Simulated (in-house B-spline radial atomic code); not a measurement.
**Excited states and polarisability of V¹¹⁺ by several methods**

The task here is to estimate one member of a computed series from the others.

The numbers are computed with in-house B-spline radial atomic code version 1 (linear response of a closed shell, each method with its own adiabatic kernel; spin-free one-electron X2C, finite nucleus; B-spline basis; no spin-orbit coupling, no double excitations; only terms of natural parity, (−1)^L, with L up to 3 are computed), except any that are marked as measured or tabulated.

## The system

| Item | Value |
| --- | --- |
| element | vanadium (Z = 23) |
| charge | +11 |
| configuration | [Ne] 3s2 |
| runs | TDHF; PBE; BP86; OLYP; RPBE; LC-ωPBE |

The outer shells:

V¹¹⁺
```
[Ne] core
3s [↑↓]
```

The first run:

Settings of the run:

```ini
Z = 23
electrons = 12.0
configuration = [Ne] 3s2
hamiltonian = x2c
method = hf
box_radius = 9.07
rms_radius = 3.6002
intervals = 69
```

Command:

```console
python run_td.py task.json out
```

The settings of every run stand in task.json; they run in order.

Steps of the session up to this table: TDHF.

One of the session's tables, all rows but one given; the rest of the session is left out.

It belongs to the step «TDHF». 

| state | full (eV) | Tamm-Dancoff (eV) |
| --- | --- | --- |
| 3s→3p ³P | 21.177 | 22.228 |
| 3s→3p ¹P | 34.473 | 35.253 |
| 3s→3d ³D | ? | ? |
| 3s→3d ¹D | 71.183 | 71.254 |
| 3s→4s ³S | 148.49 | 148.51 |
| 3s→4s ¹S | 151.42 | 151.45 |
| 3s→4p ³P | 160.45 | 160.46 |
| 3s→4p ¹P | 161.61 | 161.64 |
| 3s→4d ³D | 175.11 | 175.12 |
| 3s→4d ¹D | 175.69 | 175.69 |
| 3s→4f ³F | 181.56 | 181.56 |
| 3s→4f ¹F | 182.98 | 182.98 |
| 3s→5s ³S | 210.70 | 210.70 |
| 3s→5s ¹S | 211.67 | 211.68 |

**Question.** Estimate the row for 3s→3d ³D.

**Answer.** full (eV): 65.740; Tamm-Dancoff (eV): 65.827. In the column «full (eV)» it lies between 3s→3p ¹P (34.473) and 3s→3d ¹D (71.183).
